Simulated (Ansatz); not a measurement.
# MgAs+ (singlet): from Hartree-Fock to the top rungs at distance As1–Mg2 = 3.537 Å, cc-pVTZ

The task here is to estimate one member of a computed series from the others.

Computed with Ansatz 0.2.0, Gaussian basis. Level: cc-pVTZ, core rule «outside noble gas», up to 19 orbitals frozen.

The runs, in order: UHF; CCSD(T) on RHF; CCSD(T) on UHF; BCCD(T) on RHF; CISD; CCSDT(Q) on RHF; CCSDT(Q) on UHF; CASSCF and MRCISD+Q, 2 electrons in 2 orbitals; CASSCF and NEVPT2, 2 electrons in 2 orbitals.

21 further runs of the same task are left out: 12 for a known fault of the program, 6 that didn't finish, 3 set aside as unsound or not needed.

### What is computed

The geometry derives from a PBE0/def2-TZVP stationary point (not a proven minimum). One bond is set to the value named and the two fragments are kept rigid. No spin-orbit coupling is included. The filled d shell of As may be among the frozen orbitals whatever the setting's name suggests; the logs give the count.

2 atoms, charge 1, spin multiplicity 1.

Atoms are counted from 1 here; the program's logs count them from 0.

No contacts short enough for the rule that draws bonds.

The first run:

Input file in.yaml:

```yaml
crystal:
  periodic: [false, false, false]
  atoms:
    - {symbol: As, position_ang: [0.000000, 0.000000, 0.000000]}
    - {symbol: Mg, position_ang: [0.000000, 0.000000, 3.537000]}
basis:
  gaussian: {orbitals: cc-pVTZ}
total_charge: 1
magnetization: {spin_polarized: true, initial_magnetization: 0}
hamiltonian: {xc: hf}
output: {orbitals: {seedname: orbitals}}
```

The run is started by

```bash
> ansatz run in.yaml --threads 1 --pin off --events-out ev --progress --plain --max-ram 2393MiB
```

Steps of the session up to this table: UHF; CCSD(T) on RHF; CCSD(T) on UHF; BCCD(T) on RHF; CISD; CCSDT(Q) on RHF; CCSDT(Q) on UHF; CASSCF and MRCISD+Q, 2 electrons in 2 orbitals; CASSCF and NEVPT2, 2 electrons in 2 orbitals.

One table of the session follows, with a row left open; its other results are not shown here.

| method | from RCCSDT(Q) (meV) |
| --- | --- |
| RHF | +4604.1 |
| UHF | +2222.2 |
| RMP2 | +1489.5 |
| UMP2 | +390.9 |
| CISD | +907.0 |
| RCCSD | +526.1 |
| UCCSD | -422.9 |
| RCCSD(T) | +226.1 |
| UCCSD(T) | -693.9 |
| BCCD(T) | +229.6 |
| RCCSDT | +46.7 |
| UCCSDT | -1187.4 |
| RCCSDT(Q) | 0 |
| UCCSDT(Q) | -1418.9 |
| CASSCF pair | +3424.2 |
| NEVPT2 pair | +1041.8 |
| MRCISD pair | +548.4 |
| MRCISD+Q pair | ? |

Estimate the missing values for MRCISD+Q pair.

As computed: from RCCSDT(Q) (meV): +272.1. In the column «from RCCSDT(Q) (meV)» it lies between BCCD(T) (+229.6) and UMP2 (+390.9).

The program flags UCCSD(T), RCCSDT(Q), UCCSDT(Q) as in doubt (see the logs), so the zero of the table is itself unsure.

To keep in mind: The determinant is far from a pure spin state, so its energy mixes those of several spin states (harmless only where they are near-degenerate, as at dissociation). The report flags that the cluster equations may have other roots. The program flags UCCSD(T), RCCSDT(Q), UCCSDT(Q) as in doubt, so the zero of the table is itself unsure. Warnings: restricted reference is unstable; spin contamination; large T1 diagnostic. Restricted and unrestricted rows rest on different reference determinants; where their highest levels disagree by more than a few hundredths of an eV, they describe different states and don't form one ladder.
